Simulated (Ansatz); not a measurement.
Geometry optimisation, DFT LDA, scalar-relativistic, plane waves, PAW (Ansatz 0.2.0).

Input:

```yaml
crystal:
  lattice:
    - [5.52, 0.0, 0.0]
    - [-4.14, 7.17069, 0.0]
    - [0.0, 0.0, 4.4574]
  atoms:
    - { symbol: Re, position: [0.0, 0.0, 0.0] }
    - { symbol: Re, position: [0.16666667, 0.22222223, 0.5] }
    - { symbol: Re, position: [1.0e-08, 0.33333335, 0.0] }
    - { symbol: Re, position: [0.16666669, 0.55555558, 0.5] }
    - { symbol: Re, position: [2.0e-08, 0.6666667, 0.0] }
    - { symbol: Re, position: [0.1666667, 0.88888893, 0.5] }
    - { symbol: Re, position: [0.5, 0.0, 0.0] }
    - { symbol: Re, position: [0.66666667, 0.22222223, 0.5] }
    - { symbol: Re, position: [0.50000001, 0.33333335, 0.0] }
    - { symbol: Re, position: [0.66666669, 0.55555558, 0.5] }
    - { symbol: Re, position: [0.50000002, 0.6666667, 0.0] }
    - { symbol: Re, position: [0.6666667, 0.88888893, 0.5] }
    - { symbol: Re, position: [0.83742928, 0.11598305, -0.25707437] }
basis:
  ecutwfc: 420.0
kpoints:
  mp_grid: { grid: [4, 3, 4] }
hamiltonian:
  xc: lda
scf:
  occupations: { method: gaussian, width: 0.05 }
  lower_state_search: "off"
relax:
  f_tol: 0.03
  max_steps: 60
  adjacent_minimum: "off"
output:
  write_density: true
  write_potential: true
  elf: true
  volumetric_format: npy
```

Command:

```bash
$ ansatz run input.yaml --threads 4 --pin off --max-ram 10240MiB --backend cpu --events-out ev --progress --plain --runs-dir out
```

Where does it end, and by what steps?

The run converged. Limits of this set-up: coarse k mesh, a small cell, in which the defect meets its images, a typed lattice constant that wasn't relaxed here. After 27 steps the energy has fallen by 24.410 eV; Re2 moved furthest, 1.15 Å. The start is strongly strained (largest force component 21 eV/Å).

| step | energy less start (eV) | largest force component (eV/Å) | accepted |
| --- | --- | --- | --- |
| 0 | 0.0000 | 21.130 | yes |
| 1 | -17.2207 | 7.481 | yes |
| 2 | -21.3490 | 1.401 | yes |
| 3 | -21.8505 | 1.116 | yes |
| 4 | -22.0725 | 2.073 | yes |
| 5 | -22.8274 | 2.420 | yes |
| 6 | -23.4876 | 1.894 | yes |
| 7 | -23.8640 | 0.588 | yes |
| 8 | -23.8004 | 0.704 | no |
| 9 | -23.9578 | 0.200 | yes |
| 10 | -23.9641 | 0.119 | yes |
| 11 | -23.9670 | 0.068 | yes |
| 12 | -23.9553 | 0.453 | no |
| 13 | -23.9730 | 0.163 | yes |
| 14 | -23.9978 | 0.497 | yes |
| 15 | -23.9729 | 1.070 | no |
| 16 | -24.0776 | 0.466 | yes |
| 17 | -24.1472 | 0.228 | yes |
| 18 | -24.1584 | 0.430 | yes |
| 19 | -24.1868 | 0.275 | yes |
| 20 | -24.2417 | 0.646 | yes |
| 21 | -24.2874 | 0.712 | yes |
| 22 | -24.3598 | 0.569 | yes |
| 23 | -24.3728 | 0.553 | yes |
| 24 | -24.2762 | 0.652 | no |
| 25 | -24.4057 | 0.147 | yes |
| 26 | -24.4057 | 0.132 | no |
| 27 | -24.4099 | 0.028 | yes |

```xyz
13
Lattice="5.5200 0.0000 0.0000 -4.1400 7.1707 0.0000 0.0000 0.0000 4.4574" Properties=species:S:1:pos:R:3
Re -0.265 -0.405 0.582
Re 0.486 2.048 1.296
Re -1.708 2.451 0.232
Re -1.552 3.829 2.402
Re -2.828 4.806 0.107
Re -2.836 6.361 2.450
Re 2.531 -0.040 0.139
Re 2.882 1.351 2.194
Re 1.588 2.599 -0.669
Re 1.269 4.272 2.166
Re -0.206 4.628 0.098
Re -0.350 6.143 2.482
Re 5.132 1.033 -1.253
```

Whether the end is a true minimum wasn't checked by a vibrational analysis.

Run time: 3.3 min on 4 threads of Intel(R) Xeon(R) Platinum 8488C (Sapphire Rapids), with other jobs on the host, peak memory 1.1 GiB.
